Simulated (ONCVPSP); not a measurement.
**Pseudopotential generation for cobalt: ONCV, PBEsol**

Task: generate the file, and judge it by its errors in other configurations, its logarithmic derivatives, its ghosts and its cutoff.

Method: ONCVPSP 4.0.1.1 (patched build), PBEsol, scalar-relativistic.

## Step 1: Settings

Typed settings, in words:

```
element                 : cobalt (Co, Z = 27)
type                    : optimised norm-conserving Vanderbilt (ONCV)
frozen core             : [Ne]
valence charge          : 17
reference configuration : 3s2 3p6 3d7 4s2
partial waves           : 3s+4s: rc 1.55 bohr, ncon 4, nbas 9, qcut 6.7 1/bohr, 2 projectors; 3p: rc 0.75 bohr, ncon 4, nbas 9, qcut 12 1/bohr, 2 projectors, debl 0.4 Ha; 3d: rc 1.25 bohr, ncon 3, nbas 8, qcut 13.4 1/bohr, 2 projectors, debl 2.6 Ha
local potential         : polynomial inside 0.65 bohr (lpopt 5, dvloc0 6 Ha)
core correction         : polynomial model core, fcfact 0.25
```

The outer shells as boxes (Hund's rule for the drawing; the calculation is spin-unpolarised):

```
[Ne] core
3s [↑↓]
3p [↑↓][↑↓][↑↓]
3d [↑↓][↑↓][↑ ][↑ ][↑ ]
4s [↑↓]
```

An earlier all-electron run gives the scale for the radii.

All-electron outer shells of the reference configuration (PBEsol, scalar-relativistic, ld1.x):

```
shell  level (eV)  outermost node (bohr)  outermost maximum (bohr)
   2p     -769.45                      –                      0.17
   3s     -102.14                   0.31                      0.66
   3p      -65.51                   0.28                      0.68
   3d       -8.23                      –                      0.66
   4s       -5.49                   0.96                      2.32
   4p       -1.25                   1.05                      3.21
```

## Step 2: The generation run

The input, Co.dat:

```
# ATOM AND REFERENCE CONFIGURATION
# atsym  z   nc   nv     iexc    psfile
  Co 27.00    3    4  -116133      upf
#
#   n    l    f
    1    0    2.00
    2    0    2.00
    2    1    6.00
    3    0    2.00
    3    1    6.00
    3    2    7.00
    4    0    2.00
#
# PSEUDOPOTENTIAL AND OPTIMIZATION
# lmax
    2
#
#   l,   rc,      ep,       ncon, nbas, qcut
    0    1.55    0.00    4    9    6.70
    1    0.75    0.00    4    9   12.00
    2    1.25    0.00    3    8   13.40
#
# LOCAL POTENTIAL
# lloc, lpopt,  rc(5),   dvloc0
    4    5    0.65    6.00
#
# VANDERBILT-KLEINMAN-BYLANDER PROJECTORs
# l, nproj, debl
    0    2    0.50
    1    2    0.40
    2    2    2.60
#
# MODEL CORE CHARGE
# icmod, fcfact, rcfact
    1    0.25    0.00
#
# LOG DERIVATIVE ANALYSIS
# epsh1, epsh2, depsh
   -5.00    5.00    0.04
#
# OUTPUT GRID
# rlmax, drl
    6.00    0.01
#
# TEST CONFIGURATIONS
# ncnf
    4
# nvcnf
#   n    l    f
    4
    3    0    2.00
    3    1    6.00
    3    2    7.00
    4    0    1.00
#
    4
    3    0    2.00
    3    1    6.00
    3    2    7.00
    4    0    0.00
#
    4
    3    0    2.00
    3    1    6.00
    3    2    6.00
    4    0    0.00
#
    5
    3    0    2.00
    3    1    6.00
    3    2    7.00
    4    0    0.00
    4    1    2.00
#
```

Started as:

```bash
$ oncvpsp.x < Co.dat > Co.out
```

Q: Predict the outcome of this session. Wanted: cutoffs for 1 and 0.1 mHa per electron, occupied waves; bound ghosts; GHOST(+) flags; largest test error; largest phase difference near zero energy, channels read; rms error of d²Exc/dn², without and with the model core; projector energies reset by the program.

The runs gave:

| quantity | value |
| --- | --- |
| cutoffs for 1 and 0.1 mHa per electron, occupied waves | 64 Ha and 205 Ha |
| bound ghosts | none found |
| GHOST(+) flags | none at low energy |
| largest test error (AE − PS) | -3.9 meV, for 3s2 3p6 3d6 4s0 |
| largest phase difference near zero energy, channels read | 0.001 rad |
| rms error of d²Exc/dn², without and with the model core | 3.50 and 1.51 mHa |
| projector energies reset by the program | p: -2.407, 0.250 Ha |

The worst unpolarised test, 3s2 3p6 3d6 4s0, is off by 3.9 meV on 61.6 eV; by total energies transferability rates as very good. The potential is hard: the looser tolerance needs 64 Ha. The tighter tolerance needs 205 Ha, and converged work needs a cutoff nearer that. The program's ghost test flags no bound state. Near zero energy the phases of the channels with partial waves agree within 0.001 rad.
